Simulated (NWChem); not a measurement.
# SnH2Cl (SMILES [Cl][SnH2]): TDA-B3LYP/def2-SVP (core potential)

We compute the excited states of SnH2Cl. 

The results are computed with NWChem 7.3.0.

6 further runs of the same task are left out: 1 that didn't finish, 5 set aside as unsound or not needed.

## 1. The structure to begin with

SnH2Cl has 4 atoms, charge 0, and is taken as a doublet. SMILES: `[Cl][SnH2]`. Geometry: relaxed at PBE0-D4/def2-TZVP.

Bond lengths: Cl1–Sn2 2.343 Å, Sn2–H3 1.723 Å, Sn2–H4 1.723 Å. Angles: Cl1–Sn2–H3 105.0°, Cl1–Sn2–H4 105.0°, H3–Sn2–H4 111.9°.

## 2. The excited states at TDA-B3LYP/def2-SVP (core potential)

The input, nw.xyz:

```xyz
4
ClH2Sn excited
Cl    -1.882600     0.398400    -0.585000
Sn     0.380000    -0.179600    -0.397100
H      0.412500    -1.500000     0.709600
H      1.145500     1.221000     0.252100
```

The input, nw.nw:

```
start nw
title "ClH2Sn excited"
memory 2200 mb
charge 0

geometry noautosym nocenter noautoz
load nw.xyz
end

basis spherical bse
* library def2-SVP
end

ecp bse
Sn library def2-SVP
end

dft
xc b3lyp
mult 2
grid fine
convergence energy 0.01
maxiter 100
mulliken
noprint "final vectors analysis"
end

tddft
cis
nroots 4
end

task tddft energy
```

Command:

```sh
$ nwchem nw.nw > nw.out
```

What it wrote:

```text
Northwest Computational Chemistry Package (NWChem) 7.3.0
             --------------------------------------------------------

           Job information
           ---------------

    nwchem branch   = 7.3.0
    use scalapack   = T
    input           = nw.nw
    prefix          = nw.
    data base       = ./nw.db
    status          = startup
    nproc           =        1

           Memory information
           ------------------

    heap     =     72089598 doubles =      550.0 Mbytes
    stack    =     72089595 doubles =      550.0 Mbytes
    global   =    144179200 doubles =     1100.0 Mbytes (distinct from heap & stack)
    total    =    288358393 doubles =     2200.0 Mbytes
    verify   = yes
    hardfail = no

           Directory information
           ---------------------

  0 permanent = .
  0 scratch   = .

                                NWChem Input Module
                                -------------------

                                  --------------

 Scaling coordinates for geometry "geometry" by  1.889725989
 (inverse scale =  0.529177249)

                             Geometry "geometry" -> ""
                             -------------------------

 Output coordinates in angstroms (scale by  1.889725989 to convert to a.u.)

  No.       Tag          Charge          X              Y              Z
 ---- ---------------- ---------- -------------- -------------- --------------
    1 Cl                  17.0000    -1.88260000     0.39840000    -0.58500000
    2 Sn                  50.0000     0.38000000    -0.17960000    -0.39710000
    3 H                    1.0000     0.41250000    -1.50000000     0.70960000
    4 H                    1.0000     1.14550000     1.22100000     0.25210000

      Atomic Mass
      -----------

      Cl                34.968850
      Sn               117.901800
      H                  1.007825

 Effective nuclear repulsion energy (a.u.)     228.4275650301

            Nuclear Dipole moment (a.u.)
            ----------------------------
        X                 Y               Z
 ---------------- ---------------- ----------------
   -21.6301816105    -4.6982367528   -54.4964849765

            XYZ format geometry
            -------------------
     4
 geometry
 Cl                   -1.88260000     0.39840000    -0.58500000
 Sn                    0.38000000    -0.17960000    -0.39710000
 H                     0.41250000    -1.50000000     0.70960000
 H                     1.14550000     1.22100000     0.25210000

 ==============================================================================
                                internuclear distances
 ------------------------------------------------------------------------------
       center one      |      center two      | atomic units |  angstroms
 ------------------------------------------------------------------------------
    2 Sn               |   1 Cl               |     4.42727  |     2.34281
    3 H                |   2 Sn               |     3.25631  |     1.72316
    4 H                |   2 Sn               |     3.25622  |     1.72312
 ------------------------------------------------------------------------------
                         number of included internuclear distances:          3
 ==============================================================================

 ==============================================================================
                                 internuclear angles
 ------------------------------------------------------------------------------
        center 1       |       center 2       |       center 3       |  degrees
 ------------------------------------------------------------------------------
    1 Cl               |   2 Sn               |   3 H                |   105.00
    1 Cl               |   2 Sn               |   4 H                |   104.99
    3 H                |   2 Sn               |   4 H                |   111.87
 ------------------------------------------------------------------------------
                            number of included internuclear angles:          3
 ==============================================================================

 Summary of "ao basis" -> "" (spherical)
 ------------------------------------------------------------------------------
       Tag                 Description            Shells   Functions and Types
 ---------------- ------------------------------  ------  ---------------------
 *                          def2-SVP                  on all atoms

                 ECP       "ecp basis" -> "" (cartesian)
                -----
  [basis functions not shown]

                                 NWChem DFT Module
                                 -----------------

                      Basis "ao basis" -> "ao basis" (spherical)
                      -----
  [basis functions not shown]

 Summary of "ao basis" -> "ao basis" (spherical)
 ------------------------------------------------------------------------------
       Tag                 Description            Shells   Functions and Types
 ---------------- ------------------------------  ------  ---------------------
 Cl                         def2-SVP                 8       18   4s3p1d
 Sn                         def2-SVP                10       26   4s4p2d
 H                          def2-SVP                 3        5   2s1p

[... 24 lines left out ...]
          Convergence on energy requested:  1.00D-02
          Convergence on density requested:  1.00D-05
          Convergence on gradient requested:  5.00D-04
[... 22 lines left out ...]
          Spatial weights used:  Erf1
[... 1 line left out ...]
          Convergence Information
[... 1 line left out ...]
          Convergence aids based upon iterative change in
          total energy or number of iterations.
[... 65 lines left out ...]
   convergence    iter        energy       DeltaE   RMS-Dens  Diis-err    time
[... 27 lines left out ...]
         Total DFT energy =     -675.633756675624
      One electron energy =    -1219.741352027197
           Coulomb energy =      487.533725678334
    Exchange-Corr. energy =      -47.140486865036
 Nuclear repulsion energy =      103.714356538276
[... 129 lines left out ...]
             TDDFT Information
             -----------------
          Calculation type : Tamm-Dancoff TDDFT
         Wavefunction type : Unrestricted
          No. of electrons :      41
           Alpha electrons :      21
            Beta electrons :      20
              No. of roots :       4
          Max subspacesize :    4800
            Max iterations :     100
               Target root :       1
           Target symmetry : none
      Symmetry restriction : off
                 Algorithm : Optimal
        Davidson threshold :  0.10D-03

            Memory Information
            ------------------
          Available GA space size is         144173368 doubles
          Available MA space size is         110614908 doubles
          Length of a trial vector is          693     680
          Algorithm : Incore multiple tensor contraction
          Estimated peak GA usage is          20167436 doubles
          Estimated peak MA usage is              8400 doubles

    4 smallest eigenvalue differences (eV)
--------------------------------------------------------
  No. Spin  Occ  Vir  Irrep   E(Occ)    E(Vir)   E(Diff)
--------------------------------------------------------
    1    2   20   21 a        -0.296    -0.144     4.144
    2    2   19   21 a        -0.311    -0.144     4.555
    3    1   21   22 a        -0.229    -0.031     5.380
    4    2   18   21 a        -0.348    -0.144     5.560
--------------------------------------------------------

  Entering Davidson iterations
  Unrestricted

  Iter   NTrls   NConv    DeltaV     DeltaE      Time
  ----  ------  ------  ---------  ---------  ---------
    1      4       0     0.70E-01   0.10+100        5.0
    2      8       0     0.17E-01   0.73E-02        5.5
    3     12       0     0.53E-02   0.61E-03        5.5
    4     16       0     0.17E-02   0.52E-04        5.5
    5     20       1     0.60E-03   0.55E-05        5.7
    6     23       2     0.18E-03   0.57E-06        4.6
    7     25       4     0.68E-04   0.42E-07        3.9
  ----  ------  ------  ---------  ---------  ---------
  Convergence criterion met

  Ground state a        -675.633756675624 a.u.
  <S2> =   0.7518

  ----------------------------------------------------------------------------
  Root   1         a              0.110384593 a.u.                3.0037 eV
  <S2> =   0.7672
  ----------------------------------------------------------------------------
     Transition Moments    X  0.06291   Y  0.23333   Z -0.03962
     Transition Moments   XX  0.10338  XY  0.21378  XZ  0.19915
     Transition Moments   YY  0.17804  YZ  0.85053  ZZ -0.29058
     Dipole Oscillator Strength                    0.0044131451
     Electric Quadrupole                           0.0000000062
     Magnetic Dipole                               0.0000002575
     Total Oscillator Strength                     0.0044134089

          sigma_e =   1.8504 Angstrom
          sigma_h =   1.7595 Angstrom
         |d_h->e| =   1.6230 Angstrom
            d_exc =   3.0354 Angstrom
            d_CD1 =   1.7139 Angstrom
            d_CD2 =  -0.1819 Angstrom
            d_CD3 =   4.6584 Angstrom
     Pearson C.C. =  -0.0092

     Occ.   17 alpha a   ---  Virt.   23 alpha a       -0.05482
     Occ.   20 beta  a   ---  Virt.   21 beta  a       -0.99395
  ----------------------------------------------------------------------------
  Root   2         a              0.131079967 a.u.                3.5669 eV
  <S2> =   0.7648
  ----------------------------------------------------------------------------
     Transition Moments    X -0.35002   Y  0.11886   Z  0.14384
     Transition Moments   XX  1.20796  XY -0.27241  XZ  0.45592
     Transition Moments   YY -0.08203  YZ -0.23134  ZZ -0.75042
     Dipole Oscillator Strength                    0.0137484485
     Electric Quadrupole                           0.0000000159
     Magnetic Dipole                               0.0000001680
     Total Oscillator Strength                     0.0137486325

          sigma_e =   1.8776 Angstrom
          sigma_h =   1.3533 Angstrom
         |d_h->e| =   2.0020 Angstrom
            d_exc =   3.0999 Angstrom
            d_CD1 =   2.5263 Angstrom
            d_CD2 =   0.3866 Angstrom
            d_CD3 =   5.1020 Angstrom
     Pearson C.C. =  -0.0481

     Occ.   18 alpha a   ---  Virt.   22 alpha a        0.06491
     Occ.   21 alpha a   ---  Virt.   22 alpha a        0.20290
     Occ.   17 beta  a   ---  Virt.   21 beta  a       -0.14140
     Occ.   17 beta  a   ---  Virt.   22 beta  a        0.05329
     Occ.   19 beta  a   ---  Virt.   21 beta  a       -0.95940
     Occ.   19 beta  a   ---  Virt.   22 beta  a        0.06240
  ----------------------------------------------------------------------------
  Root   3         a              0.154294836 a.u.                4.1986 eV
  <S2> =   0.7572
  ----------------------------------------------------------------------------
     Transition Moments    X -0.55980   Y  0.15314   Z  0.01646
     Transition Moments   XX -0.32980  XY  0.41934  XZ  1.72886
     Transition Moments   YY -0.08468  YZ -0.47425  ZZ  0.05222
     Dipole Oscillator Strength                    0.0346748260
     Electric Quadrupole                           0.0000000670
     Magnetic Dipole                               0.0000007058
     Total Oscillator Strength                     0.0346755988

          sigma_e =   2.1019 Angstrom
          sigma_h =   1.9141 Angstrom
         |d_h->e| =   0.2056 Angstrom
            d_exc =   2.7979 Angstrom
            d_CD1 =   0.3935 Angstrom
            d_CD2 =  -1.8024 Angstrom
            d_CD3 =   3.0036 Angstrom
     Pearson C.C. =   0.0368

     Occ.   21 alpha a   ---  Virt.   22 alpha a       -0.97280
     Occ.   17 beta  a   ---  Virt.   21 beta  a       -0.07006
     Occ.   17 beta  a   ---  Virt.   22 beta  a        0.07491
     Occ.   19 beta  a   ---  Virt.   21 beta  a       -0.18337
  ----------------------------------------------------------------------------
  Root   4         a              0.159846270 a.u.                4.3496 eV
  <S2> =   0.7839
  ----------------------------------------------------------------------------
     Transition Moments    X  0.05167   Y  0.19518   Z -0.03339
     Transition Moments   XX  0.15394  XY  0.31754  XZ  0.34968
     Transition Moments   YY  0.34034  YZ  1.45040  ZZ -0.50027
     Dipole Oscillator Strength                    0.0044628162
     Electric Quadrupole                           0.0000000548
     Magnetic Dipole                               0.0000003518
     Total Oscillator Strength                     0.0044632228

          sigma_e =   1.8508 Angstrom
          sigma_h =   1.8896 Angstrom
         |d_h->e| =   0.7684 Angstrom
            d_exc =   2.7833 Angstrom
            d_CD1 =   0.8073 Angstrom
            d_CD2 =  -1.1018 Angstrom
            d_CD3 =   3.5518 Angstrom
     Pearson C.C. =  -0.0229

     Occ.   17 alpha a   ---  Virt.   23 alpha a       -0.10079
     Occ.   20 alpha a   ---  Virt.   23 alpha a        0.07883
     Occ.   21 alpha a   ---  Virt.   24 alpha a       -0.07636
     Occ.   18 beta  a   ---  Virt.   21 beta  a        0.98356
     Occ.   20 beta  a   ---  Virt.   22 beta  a       -0.05874

              Target root =      1
          Target symmetry = none
      Ground state energy =   -675.633756675624
        Excitation energy =      0.110384593024

  stored tddft:energy   -675.52337208259939

 Task  times  cpu:       42.4s     wall:       42.4s
 Total times  cpu:       42.5s     wall:       42.5s
```

Wall time 44 s (1 thread of Intel Xeon Platinum 8488C (Sapphire Rapids), shared host); peak memory 0.11 GiB.

The roots found:

```
excited state  energy (eV)  strength  label
            1        3.004    0.0044      a
            2        3.567    0.0137      a
            3        4.199    0.0347      a
            4        4.350    0.0045      a
```

## 3. Outcome

Level: TDA-B3LYP/def2-SVP (core potential).

| quantity | value |
| --- | --- |
| ground-state or mean-field energy | -675.63376 Eh |
| dipole moment (of the density that the program reports) | 2.25 D |
| lowest excitation energy | 3.00 eV |

**Reading.** The brightest of the 4 transitions from the ground state lies at 4.20 eV (295 nm, f = 0.035); the lowest, at 3.00 eV, has f = 0.004.
